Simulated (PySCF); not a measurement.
# [HoI2]+: other functionals and bases at one geometry

The task here is to estimate one member of a computed series from the others.

Program: PySCF 2.14.0. Level of theory: several levels, as the steps say, no spin–orbit coupling. These are calculated values, not measurements.

1 further run of the same task is left out (for a known fault of the program).

### The system as given

3 atoms, charge 1, spin multiplicity 1.

Bond lengths: Ho1–I2 2.716 Å, Ho1–I3 2.716 Å. Angles: I2–Ho1–I3 111.0°.

Coordinates:

```xyz
3
charge 1, multiplicity 1
Ho    0.00000    0.00000   -0.95327
I     2.23834    0.00000    0.58548
I    -2.23834    0.00000    0.58548
```

Formal oxidation states: Ho +3. Each metal's 10 4f electrons lie in its core potential, so multiplicities, spins and levels count the valence alone. An earlier session relaxed this geometry at PBE0, Ho lcecp-1-SVP with ECP56, I def2-SVP with ECP28 (singlet, point group C2v).

At PBE0 on the finer grid: E = -632.957824 Eh, HOMO -11.96 eV, LUMO -7.77 eV, Mulliken charge on Ho1 +1.08 e, largest force component 0.015 eV/Å. 

Levels to run: PBE; revPBE; PBE0, TZVP. Hardware: 2 threads of Intel Xeon 6975P-C (Granite Rapids), shared host.

The first run:

The input, run.py (the lines that set the calculation):

```python
mol = gto.M(atom='''
Ho     0.00000     0.00000    -0.95327
I      2.23834     0.00000     0.58548
I     -2.23834     0.00000     0.58548''',
    basis={'Ho': 'lcecp-1-SVP', 'I': 'def2-SVP'},
    ecp={'Ho': 'lcecp-1-SVP', 'I': 'def2-SVP'},
    charge=1, spin=0)
mf = dft.RKS(mol, xc='PBE')
mf.grids.atom_grid = (75, 302)  # f atoms: unpruned, at least (60, 302)
mf = mf.density_fit()  # fitting sets: Ho AutoAux, I def2-universal-JKFIT
mf.conv_tol = 1e-08; mf.max_cycle = 55
mf.kernel(dm0)  # dm0: the density of the relaxed state
```

Launch:

```console
OMP_NUM_THREADS=2 python run.py
```

Steps of the session up to this table: PBE; revPBE; PBE0, TZVP.

One table of the session follows, with a row left open; its other results are not shown here.

| level | HOMO (eV) | gap (eV) | charge on Ho1 (e) | dipole (D) | largest force component (eV/Å) |
| --- | --- | --- | --- | --- | --- |
| PBE0 (relaxed here) | -11.96 | 4.19 | 1.08 | 7.16 | 0.01 |
| PBE | -10.92 | 2.49 | 0.95 | 6.49 | 0.25 |
| revPBE | ? | ? | ? | ? | ? |
| PBE0, TZVP | -11.89 | 4.24 | 1.36 | 6.92 | 0.05 |

Q: Estimate the row for revPBE from the others.

The run gave: HOMO (eV): -10.86; gap (eV): 2.55; charge on Ho1 (e): 0.98; dipole (D): 6.56; largest force component (eV/Å): 0.35. In the column «HOMO (eV)» it is the highest.

The dipole of a charged species depends on the origin, so these sizes hold for this origin alone.

In one basis the HOMO–LUMO gap runs from 2.49 eV (PBE) to 4.19 eV (PBE0). The largest leftover force, 0.35 eV/Å with revPBE, stands at a geometry relaxed at another level. With 4f in the core, its levels are missing from HOMO and gap, and its count is fixed, so no charge can pass from the ligands into it. Total energies of different levels can't be compared.
